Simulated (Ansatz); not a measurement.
# TaAs: the cost of one run

Computed with Ansatz 0.2.0 (DFT LDA, scalar-relativistic, plane waves, PAW, unless a step's input says otherwise).

1 further run of the same task is left out (set aside as unsound or not needed).

## Step 1: Starting point

Symmetry: I4_1md, No. 109, tetragonal system. Conventional cell: a = 3.405 Å, b = 3.405 Å, c = 11.509 Å, α = 90.00°, β = 90.00°, γ = 90.00°. Ta (site symmetry 2mm) has 6 As at 2.58 to 2.59 Å in its first shell of neighbours. As (site symmetry 2mm) has 6 Ta at 2.58 to 2.59 Å in its first shell of neighbours.

As a file:

```
CELL_PARAMETERS angstrom
-1.70260 1.70260 5.75454
1.70260 -1.70260 5.75454
1.70260 1.70260 -5.75454
ATOMIC_POSITIONS crystal
Ta 0.50030 0.00030 0.50000
Ta 0.75030 0.75030 0.00000
As 0.08230 0.58230 0.50000
As 0.33230 0.33230 0.00000
```

It goes back to an entry of the Materials Project.

It is the result of an earlier relaxation at this level (volume 16.68 Å³/atom; gap on the mesh: none (metal)).

## Step 2: Bulk reference on the slab's mesh

input.yaml reads:

```yaml
crystal:
  lattice:
    - [3.4052035106, 0.0, 0.0]
    - [0.0, 3.4052035106, 0.0]
    - [1.7026017553, -1.7026017553, 5.7545423161]
  atoms:
    - { symbol: Ta, position: [0.499695604, 1.000304396, 1.000608792] }
    - { symbol: Ta, position: [0.249695604, 0.750304396, 0.500608792] }
    - { symbol: As, position: [0.917704976, 0.582295024, 0.164590048] }
    - { symbol: As, position: [0.667704976, 0.332295024, 0.664590048] }
basis:
  ecutwfc: 420
kpoints:
  mp_grid: { grid: [10, 10, 6] }
hamiltonian:
  xc: lda
scf:
  occupations: { method: gaussian, width: 0.1 }
output:
  forces: true
  stress: true
  eigenvalues: true
  write_density: true
  write_potential: true
  elf: true
  volumetric_format: npy
```

The run is started by

```sh
ansatz run input.yaml --threads 2 --pin off --max-ram 5120MiB --backend cpu --events-out ev --progress --plain --runs-dir out
```

**Question.** How long does this run take on 2 threads of AMD EPYC (Zen 3), shared host, and how much memory does it need?

About 51 s, with a peak of 0.56 GiB.
